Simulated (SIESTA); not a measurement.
Crystal: SnPd2.

```
Sn Pd
1.0
     5.67275    0.00000    0.00000
     0.00000    4.36725    0.00000
     0.00000    0.00000    8.16829
Sn Pd
4 8
Direct
  0.70341 0.25000 0.38729
  0.29659 0.75000 0.61271
  0.20341 0.25000 0.11271
  0.79659 0.75000 0.88729
  0.17319 0.25000 0.44104
  0.82681 0.75000 0.55896
  0.67319 0.25000 0.05896
  0.32681 0.75000 0.94104
  0.04943 0.25000 0.79193
  0.95057 0.75000 0.20807
  0.54943 0.25000 0.70807
  0.45057 0.75000 0.29193
```

The cell comes from a database or a generator and needn't be the stable form of this composition.

```yaml
Program: SIESTA 5.4.2
Task: single point
Functional: PBEsol
Potentials_or_basis: PseudoDojo 0.4 standard (PBEsol files)
Basis: DZP (energy shift 0.003 Ry; two zetas on semicore shells)
Grid_cutoff: 800 Ry
Energy_shift: 0.003 Ry
k_mesh: 5 × 6 × 4
Occupations: fermi-dirac, width 0.05 eV
Spin: no spin polarisation
```

On this cell: pressure -2.0 GPa; largest force 0.199 eV/Å; band gap on the k mesh none (metal or under the smearing width).

The same run follows on a disturbed copy (atoms moved at random, drawn with an rms of 0.05 Å):

```
CELL_PARAMETERS angstrom
5.67275 0.00000 0.00000
0.00000 4.36725 0.00000
0.00000 0.00000 8.16829
ATOMIC_POSITIONS crystal
Sn 0.71063 0.25321 0.38811
Sn 0.28437 0.75300 0.61413
Sn 0.19326 0.24834 0.10877
Sn 0.79790 0.76010 0.88917
Pd 0.16842 0.26002 0.44509
Pd 0.81545 0.74413 0.56171
Pd 0.67207 0.25445 0.05759
Pd 0.33372 0.75587 0.93977
Pd 0.05066 0.25554 0.79021
Pd 0.95040 0.74158 0.20492
Pd 0.54821 0.24528 0.70990
Pd 0.45024 0.74291 0.28369
```

Q: What does the disturbed cell give?

A: The energy (extrapolated to zero smearing) moves by +7.9 meV/atom; pressure -1.6 GPa; largest force 0.752 eV/Å; band gap on the k mesh none (metal or under the smearing width).

Forces in eV/Å, atoms in the order of the input:
```
Sn  -0.574 -0.438 -0.210
Sn   0.355  0.104 -0.182
Sn   0.457  0.011  0.235
Sn   0.018 -0.275 -0.146
Pd   0.336 -0.298 -0.346
Pd   0.022  0.287 -0.108
Pd  -0.176  0.039  0.153
Pd  -0.188 -0.148  0.053
Pd  -0.114  0.073 -0.148
Pd  -0.084  0.270  0.436
Pd  -0.043  0.122  0.063
Pd  -0.009  0.253  0.198
```

Stress tensor (GPa, compression positive):
```
-1.90  0.16  0.27
 0.16 -1.21  0.60
 0.27  0.60 -1.84
```

Caveats: the basis of atomic orbitals isn't converged, which shifts pressures, moduli and gaps.
